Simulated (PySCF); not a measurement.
# YbO(OH): other functionals and bases at one geometry

One table from this session's results is given with a row withheld; the runs are named, their logs left out.

Computed with PySCF 2.14.0. Level: several levels, as the steps say, no spin–orbit coupling.

1 further run of the same task is left out (for a known fault of the program).

## Starting geometry

4 atoms, charge 0, spin multiplicity 1.

Bond lengths: Yb1–O2 1.809 Å, Yb1–O3 2.011 Å, O3–H4 0.960 Å. Angles: O2–Yb1–O3 113.3°, Yb1–O3–H4 140.7°.

Coordinates:

```xyz
4

Yb   -0.0208   -0.0442   -0.3924
O     1.2463    0.0313    0.8969
O    -1.8965    0.0233    0.3307
H    -2.3697    0.0785    1.1637
```

Formal oxidation states: Yb +3. Each metal's 13 4f electrons lie in its core potential, so multiplicities, spins and levels count the valence alone. An earlier session relaxed this geometry at PBE0, Yb lcecp-1-SVP with ECP59, O def2-SVP, H def2-SVP (singlet, point group Cs).

At PBE0 on the finer grid: E = -190.230943 Eh, HOMO -6.31 eV, LUMO -2.31 eV, Mulliken charge on Yb1 +0.79 e, largest force component 0.016 eV/Å. 

Levels to run: BLYP; HF; PBE0, TZVP. Hardware: 2 threads of Arm Neoverse V2, shared host.

The first run:

Input file run.py (the lines that set the calculation):

```python
mol = gto.M(atom='''
Yb    -0.02084    -0.04425    -0.39236
O      1.24631     0.03134     0.89688
O     -1.89647     0.02328     0.33075
H     -2.36970     0.07846     1.16368''',
    basis={'Yb': 'lcecp-1-SVP', 'O': 'def2-SVP', 'H': 'def2-SVP'},
    ecp={'Yb': 'lcecp-1-SVP'},
    charge=0, spin=0)
mf = dft.RKS(mol, xc='BLYP')
mf.grids.atom_grid = (75, 302)  # f atoms: unpruned, at least (60, 302)
mf = mf.density_fit()  # fitting sets: Yb AutoAux, O def2-universal-JKFIT, H def2-universal-JKFIT
mf.conv_tol = 1e-08; mf.max_cycle = 55
mf.kernel(dm0)  # dm0: the density of the relaxed state
```

On the command line:

```console
> OMP_NUM_THREADS=2 python run.py
```

Among the steps run: BLYP; HF; PBE0, TZVP.

One table of the session follows, with a row left open; its other results are not shown here.

```
              level  HOMO (eV)  gap (eV)  charge on Yb1 (e)  dipole (D)  largest force component (eV/Å)
PBE0 (relaxed here)      -6.31      3.99               0.79        6.22                            0.02
               BLYP          ?         ?                  ?           ?                               ?
                 HF      -9.72      9.20               1.18        7.69                            0.99
         PBE0, TZVP      -6.31      3.98               1.26        6.49                            0.29
```

**Question.** Estimate the row for BLYP.

The run gave: HOMO (eV): -4.81; gap (eV): 1.81; charge on Yb1 (e): 0.61; dipole (D): 5.51; largest force component (eV/Å): 1.25. In the column «HOMO (eV)» it is the highest.

In one basis the HOMO–LUMO gap runs from 1.81 eV (BLYP) to 9.20 eV (HF). The largest leftover force, 1.25 eV/Å with BLYP, stands at a geometry relaxed at another level. With 4f in the core, its levels are missing from HOMO and gap, and its count is fixed, so no charge can pass from the ligands into it. Total energies of different levels can't be compared.
